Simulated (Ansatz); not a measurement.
# La18Ga36Rh54, 108 atoms: tuning a run for speed

Wanted: the time that a molecular-dynamics run at PBE takes for La18Ga36Rh54, and which launch flags, input keys and shares of the machine shorten it.

Program: Ansatz 0.2.0 (molecular dynamics, PBE, plane waves PAW). Host: AMD EPYC 7R13 (Zen 3), 96 cores, 96 hardware threads, 1656 GiB, 8 × H100 80GB HBM3, 81559 MiB; it was booked for these runs alone, one at a time. Each run is timed once from launch to exit, start-up included.

### Step 1. What is computed

The cell holds 108 atoms in 1893 Å³, 3×2×3 copies of a database cell.

### Step 2. Baseline

input.yaml reads:

```yaml
crystal:
  lattice:
    - [17.030271, 0.000000, 0.000000]
    - [-5.676758, 9.832432, 0.000000]
    - [0.000000, 0.000000, 11.306181]
  atoms:
    - { symbol: La, position: [0.000000, 0.000000, 0.000000] }
    - { symbol: Ga, position: [0.222222, 0.166666, 0.000000] }
    - { symbol: Ga, position: [0.111111, 0.333334, 0.000000] }
    - { symbol: Rh, position: [0.000000, 0.250000, 0.166667] }
    - { symbol: Rh, position: [0.166667, 0.250000, 0.166667] }
    - { symbol: Rh, position: [0.166667, 0.000000, 0.166667] }
    - { symbol: La, position: [0.000000, 0.000000, 0.333333] }
    - { symbol: Ga, position: [0.222222, 0.166666, 0.333333] }
    - { symbol: Ga, position: [0.111111, 0.333334, 0.333333] }
    - { symbol: Rh, position: [0.000000, 0.250000, 0.500000] }
    - { symbol: Rh, position: [0.166667, 0.250000, 0.500000] }
    - { symbol: Rh, position: [0.166667, 0.000000, 0.500000] }
    - { symbol: La, position: [0.000000, 0.000000, 0.666667] }
    - { symbol: Ga, position: [0.222222, 0.166666, 0.666667] }
    - { symbol: Ga, position: [0.111111, 0.333334, 0.666667] }
    - { symbol: Rh, position: [0.000000, 0.250000, 0.833333] }
    - { symbol: Rh, position: [0.166667, 0.250000, 0.833333] }
    - { symbol: Rh, position: [0.166667, 0.000000, 0.833333] }
    - { symbol: La, position: [0.000000, 0.500000, 0.000000] }
    - { symbol: Ga, position: [0.222222, 0.666667, 0.000000] }
    - { symbol: Ga, position: [0.111111, 0.833333, 0.000000] }
    - { symbol: Rh, position: [0.000000, 0.750000, 0.166667] }
    - { symbol: Rh, position: [0.166667, 0.750000, 0.166667] }
    - { symbol: Rh, position: [0.166667, 0.500000, 0.166667] }
    - { symbol: La, position: [0.000000, 0.500000, 0.333333] }
    - { symbol: Ga, position: [0.222222, 0.666667, 0.333333] }
    - { symbol: Ga, position: [0.111111, 0.833333, 0.333333] }
    - { symbol: Rh, position: [0.000000, 0.750000, 0.500000] }
    - { symbol: Rh, position: [0.166667, 0.750000, 0.500000] }
    - { symbol: Rh, position: [0.166667, 0.500000, 0.500000] }
    - { symbol: La, position: [0.000000, 0.500000, 0.666667] }
    - { symbol: Ga, position: [0.222222, 0.666667, 0.666667] }
    - { symbol: Ga, position: [0.111111, 0.833333, 0.666667] }
    - { symbol: Rh, position: [0.000000, 0.750000, 0.833333] }
    - { symbol: Rh, position: [0.166667, 0.750000, 0.833333] }
    - { symbol: Rh, position: [0.166667, 0.500000, 0.833333] }
    - { symbol: La, position: [0.333333, 0.000000, 0.000000] }
    - { symbol: Ga, position: [0.555556, 0.166666, 0.000000] }
    - { symbol: Ga, position: [0.444444, 0.333334, 0.000000] }
    - { symbol: Rh, position: [0.333333, 0.250000, 0.166667] }
    - { symbol: Rh, position: [0.500000, 0.250000, 0.166667] }
    - { symbol: Rh, position: [0.500000, 0.000000, 0.166667] }
    - { symbol: La, position: [0.333333, 0.000000, 0.333333] }
    - { symbol: Ga, position: [0.555556, 0.166666, 0.333333] }
    - { symbol: Ga, position: [0.444444, 0.333334, 0.333333] }
    - { symbol: Rh, position: [0.333333, 0.250000, 0.500000] }
    - { symbol: Rh, position: [0.500000, 0.250000, 0.500000] }
    - { symbol: Rh, position: [0.500000, 0.000000, 0.500000] }
    - { symbol: La, position: [0.333333, 0.000000, 0.666667] }
    - { symbol: Ga, position: [0.555556, 0.166666, 0.666667] }
    - { symbol: Ga, position: [0.444444, 0.333334, 0.666667] }
    - { symbol: Rh, position: [0.333333, 0.250000, 0.833333] }
    - { symbol: Rh, position: [0.500000, 0.250000, 0.833333] }
    - { symbol: Rh, position: [0.500000, 0.000000, 0.833333] }
    - { symbol: La, position: [0.333333, 0.500000, 0.000000] }
    - { symbol: Ga, position: [0.555556, 0.666667, 0.000000] }
    - { symbol: Ga, position: [0.444444, 0.833333, 0.000000] }
    - { symbol: Rh, position: [0.333333, 0.750000, 0.166667] }
    - { symbol: Rh, position: [0.500000, 0.750000, 0.166667] }
    - { symbol: Rh, position: [0.500000, 0.500000, 0.166667] }
    - { symbol: La, position: [0.333333, 0.500000, 0.333333] }
    - { symbol: Ga, position: [0.555556, 0.666667, 0.333333] }
    - { symbol: Ga, position: [0.444444, 0.833333, 0.333333] }
    - { symbol: Rh, position: [0.333333, 0.750000, 0.500000] }
    - { symbol: Rh, position: [0.500000, 0.750000, 0.500000] }
    - { symbol: Rh, position: [0.500000, 0.500000, 0.500000] }
    - { symbol: La, position: [0.333333, 0.500000, 0.666667] }
    - { symbol: Ga, position: [0.555556, 0.666667, 0.666667] }
    - { symbol: Ga, position: [0.444444, 0.833333, 0.666667] }
    - { symbol: Rh, position: [0.333333, 0.750000, 0.833333] }
    - { symbol: Rh, position: [0.500000, 0.750000, 0.833333] }
    - { symbol: Rh, position: [0.500000, 0.500000, 0.833333] }
    - { symbol: La, position: [0.666667, 0.000000, 0.000000] }
    - { symbol: Ga, position: [0.888889, 0.166666, 0.000000] }
    - { symbol: Ga, position: [0.777778, 0.333334, 0.000000] }
    - { symbol: Rh, position: [0.666667, 0.250000, 0.166667] }
    - { symbol: Rh, position: [0.833333, 0.250000, 0.166667] }
    - { symbol: Rh, position: [0.833333, 0.000000, 0.166667] }
    - { symbol: La, position: [0.666667, 0.000000, 0.333333] }
    - { symbol: Ga, position: [0.888889, 0.166666, 0.333333] }
    - { symbol: Ga, position: [0.777778, 0.333334, 0.333333] }
    - { symbol: Rh, position: [0.666667, 0.250000, 0.500000] }
    - { symbol: Rh, position: [0.833333, 0.250000, 0.500000] }
    - { symbol: Rh, position: [0.833333, 0.000000, 0.500000] }
    - { symbol: La, position: [0.666667, 0.000000, 0.666667] }
    - { symbol: Ga, position: [0.888889, 0.166666, 0.666667] }
    - { symbol: Ga, position: [0.777778, 0.333334, 0.666667] }
    - { symbol: Rh, position: [0.666667, 0.250000, 0.833333] }
    - { symbol: Rh, position: [0.833333, 0.250000, 0.833333] }
    - { symbol: Rh, position: [0.833333, 0.000000, 0.833333] }
    - { symbol: La, position: [0.666667, 0.500000, 0.000000] }
    - { symbol: Ga, position: [0.888889, 0.666667, 0.000000] }
    - { symbol: Ga, position: [0.777778, 0.833333, 0.000000] }
    - { symbol: Rh, position: [0.666667, 0.750000, 0.166667] }
    - { symbol: Rh, position: [0.833333, 0.750000, 0.166667] }
    - { symbol: Rh, position: [0.833333, 0.500000, 0.166667] }
    - { symbol: La, position: [0.666667, 0.500000, 0.333333] }
    - { symbol: Ga, position: [0.888889, 0.666667, 0.333333] }
    - { symbol: Ga, position: [0.777778, 0.833333, 0.333333] }
    - { symbol: Rh, position: [0.666667, 0.750000, 0.500000] }
    - { symbol: Rh, position: [0.833333, 0.750000, 0.500000] }
    - { symbol: Rh, position: [0.833333, 0.500000, 0.500000] }
    - { symbol: La, position: [0.666667, 0.500000, 0.666667] }
    - { symbol: Ga, position: [0.888889, 0.666667, 0.666667] }
    - { symbol: Ga, position: [0.777778, 0.833333, 0.666667] }
    - { symbol: Rh, position: [0.666667, 0.750000, 0.833333] }
    - { symbol: Rh, position: [0.833333, 0.750000, 0.833333] }
    - { symbol: Rh, position: [0.833333, 0.500000, 0.833333] }
kpoints:
  mp_grid: { grid: [2, 3, 2] }
hamiltonian:
  xc: pbe
scf:
  occupations: { method: fermi_dirac, width: 0.05 }
md: { ensemble: nvt_langevin, temperature: 1200, timestep: 1.0, n_steps: 10, initial_velocities: maxwell_boltzmann, seed: 1 }
```

Started as:

```sh
> ansatz run input.yaml --backend cuda --devices 2 --events-out ev --progress --plain --runs-dir out
```

### Step 3. Change: symmetry off

Changes to input.yaml since step 2:

```diff
@@ -114,2 +114,3 @@
     - { symbol: Rh, position: [0.833333, 0.500000, 0.833333] }
+  symmetry: { detect: false }
 kpoints:
```

(Steps that only read results are left out.)

**Question.** How long do these runs take on this host, and what pays? Wanted: reference; best change.

**Answer**, as computed:

| quantity | value |
| --- | --- |
| reference | 41 s on 2 GPUs, 48 threads |
| best change | none beyond the noise |

Changes under about 3 % are taken as noise (repeats on such hosts differ by a few per cent). No change beats the defaults here. In the reference run the eigensolver takes 50 % of the time. The figures hold for this build, input and host.
